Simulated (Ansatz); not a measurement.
Runs of Ansatz 0.2.0 on TaVN2. The structure is tetragonal, space group P4/mmm (No. 123). The conventional cell has a = 3.050 Å, b = 3.050 Å, c = 4.296 Å, α = 90.00°, β = 90.00°, γ = 90.00°. Around Ta (site symmetry 4/mmm) lie 6 N at 2.15 to 2.16 Å. V (site symmetry 4/mmm) is surrounded by 6 N at 2.15 to 2.16 Å. Around N (site symmetry 4/mmm) lie 2 V at 2.15 Å and 4 Ta at 2.16 Å. Around N (site symmetry 4/mmm) lie 2 Ta at 2.15 Å and 4 V at 2.16 Å. The cell comes from a database or a generator and needn't be the stable form of this composition.

```tsv
task	level	spin	k mesh	cutoff (eV)	atoms under strain	points for each segment of the path	gap on the mesh (eV)	pressure (GPa)	moment (μB)	V0 of scaled cells (Å³/atom)	B0 (GPa)
elastic constants	PBEsol	collinear, ferromagnetic start	8 × 8 × 6	420	relaxed	-	none	(a)	0.98	-	-
band structure	PBE	collinear, ferromagnetic start	9 × 9 × 6	420	-	14	none	(b)	1.14	-	-
band structure	PBEsol	non-collinear, ferromagnetic start, SOC	9 × 9 × 6	420	-	14	none	-11.2	0.91	-	-
equation of state	PBE	collinear, ferromagnetic start	9 × 9 × 6	420	-	-	-	-	-	9.96	294
equation of state	r2SCAN	collinear, ferromagnetic start	9 × 9 × 6	500	-	-	-	-	-	10.03	283
phonons	PBEsol	collinear, ferromagnetic start	8 × 8 × 6	420	-	-	none	-	0.98	-	-
```

Alike in all rows: potentials or basis Ansatz PAW; cell as given; smearing fermi-dirac 0.05 eV.

Fill in the values left out.

(a) -11.0; (b) -0.8.

Caveats: the PAW data sets come from PBE, with cores solved anew for the run's functional, which leaves a small shift of forces and pressure (some runs); the cell was scaled at fixed shape and fractional positions, which overstates the stiffness of a crystal with free parameters, most of all of layers and chains (some runs); the cell is more than 3 GPa from zero pressure, which shifts response properties (some runs); elastic constants of metals need much finer meshes, so these are rough (some runs); spin-orbit coupling is left out, which moves the levels of the heavy elements (some runs); the thresholds are loose for stress (some runs); the magnetic or orbital state may not be the lowest (some runs).

A k mesh can miss the band edges, and rows without SOC leave out spin-orbit coupling on Ta.

A gap of «none» marks a metal or a gap under the smearing width.
